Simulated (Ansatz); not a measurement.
# C₂H₇BZn: one species, many methods

The task here is to estimate one member of a computed series from the others.

Program: Ansatz 0.2.0, Gaussian basis. Level of theory: functionals in def2-TZVPP, the program's frozen cores in correlated methods. These are calculated values, not measurements.

Levels to be run: PBE-D4, r2SCAN-D4, PBE0-D4, B3LYP-D4, ωB97X-V, ωB97M-V, B2PLYP; CCSD(T)/def2-TZVPP; MP2/def2-QZVPP; extrapolation to the limit.

**Structure used throughout**

The geometry comes from an earlier relaxation with PBE0-D4 in a triple-zeta def2 set; it is a stationary point, not always the lowest conformer.

11 atoms, charge 0, spin multiplicity 1.

Atoms are counted from 1 here; the program's logs count them from 0.

Bond lengths: B1–Zn2 2.078 Å, B1–H5 1.201 Å, B1–H6 1.201 Å, Zn2–C3 1.965 Å, C3–C4 1.529 Å, C3–H7 1.097 Å, C3–H8 1.097 Å, C4–H9 1.094 Å, C4–H10 1.094 Å, C4–H11 1.096 Å. Angles: Zn2–B1–H5 122.9°, Zn2–B1–H6 122.8°, H5–B1–H6 114.3°, B1–Zn2–C3 179.9°, Zn2–C3–C4 115.5°, Zn2–C3–H7 107.9°, Zn2–C3–H8 108.1°, C4–C3–H7 109.8°, C4–C3–H8 109.9°, H7–C3–H8 105.3°, C3–C4–H9 112.0°, C3–C4–H10 112.0°, C3–C4–H11 112.1°, H9–C4–H10 106.8°, H9–C4–H11 106.8°, H10–C4–H11 106.8°.

Set-up of the first run:

Input file in.yaml:

```yaml
crystal:
  periodic: [false, false, false]
  atoms:
    - {symbol: B, position_ang: [-0.512974, 2.973494, -0.234852]}
    - {symbol: Zn, position_ang: [0.070630, 1.020575, 0.170503]}
    - {symbol: C, position_ang: [0.622416, -0.826745, 0.549868]}
    - {symbol: C, position_ang: [-0.082400, -1.905393, -0.273724]}
    - {symbol: H, position_ang: [-0.438674, 3.462450, -1.329130]}
    - {symbol: H, position_ang: [-0.953195, 3.709415, 0.605803]}
    - {symbol: H, position_ang: [1.706675, -0.892436, 0.397534]}
    - {symbol: H, position_ang: [0.468781, -1.014723, 1.619270]}
    - {symbol: H, position_ang: [-1.164894, -1.898092, -0.116266]}
    - {symbol: H, position_ang: [0.081419, -1.772934, -1.347119]}
    - {symbol: H, position_ang: [0.267715, -2.912608, -0.021287]}
basis:
  gaussian: {orbitals: def2-TZVPP}
hamiltonian: {xc: pbe, dispersion: d4}
output: {forces: true, orbitals: {seedname: orbitals}}
```

Run with:

```sh
$ ansatz run in.yaml --threads 4 --pin off --events-out ev --progress --plain --max-ram 10444MiB
```

Among the steps run: PBE-D4 (GGA); r2SCAN-D4 (meta-GGA); PBE0-D4 (hybrid); B3LYP-D4 (hybrid); ωB97X-V (range-separated); ωB97M-V (range-separated); B2PLYP (double hybrid); CCSD(T) in def2-TZVPP; MP2 in def2-QZVPP.

One of the session's tables, all rows but one given; the rest of the session is left out.

```
            method  atomisation energy (kcal/mol)
            PBE-D4                          870.8
         r2SCAN-D4                          866.9
           PBE0-D4                          864.7
          B3LYP-D4                          859.6
           ωB97X-V                          864.5
           ωB97M-V                          863.5
            B2PLYP                          852.2
     HF/def2-TZVPP                          655.7
    MP2/def2-TZVPP                          849.3
   CCSD/def2-TZVPP                          831.7
CCSD(T)/def2-TZVPP                          841.0
           MP2/CBS                          866.1
       CCSD(T)/CBS                              ?
```

**Question.** Estimate the row for CCSD(T)/CBS.

As computed: atomisation energy (kcal/mol): 857.7. In the column «atomisation energy (kcal/mol)» it lies between B2PLYP (852.2) and B3LYP-D4 (859.6).

Among the levels timed on like hardware and quicker than the yardstick, those that no quicker one beats, quickest first: PBE-D4 (2.4 s, +13.0 kcal/mol); PBE0-D4 (2.9 s, +7.0 kcal/mol); B3LYP-D4 (4.6 s, +1.9 kcal/mol).

B2PLYP carry no dispersion term (for B3LYP, D4 adds 6.1 kcal/mol).

Limits of these values: Free atoms (1 B, 1 Zn, 2 C, 7 H) were run apart at each level; the atomisation energy is their sum less the molecule, without zero-point or spin-orbit terms.
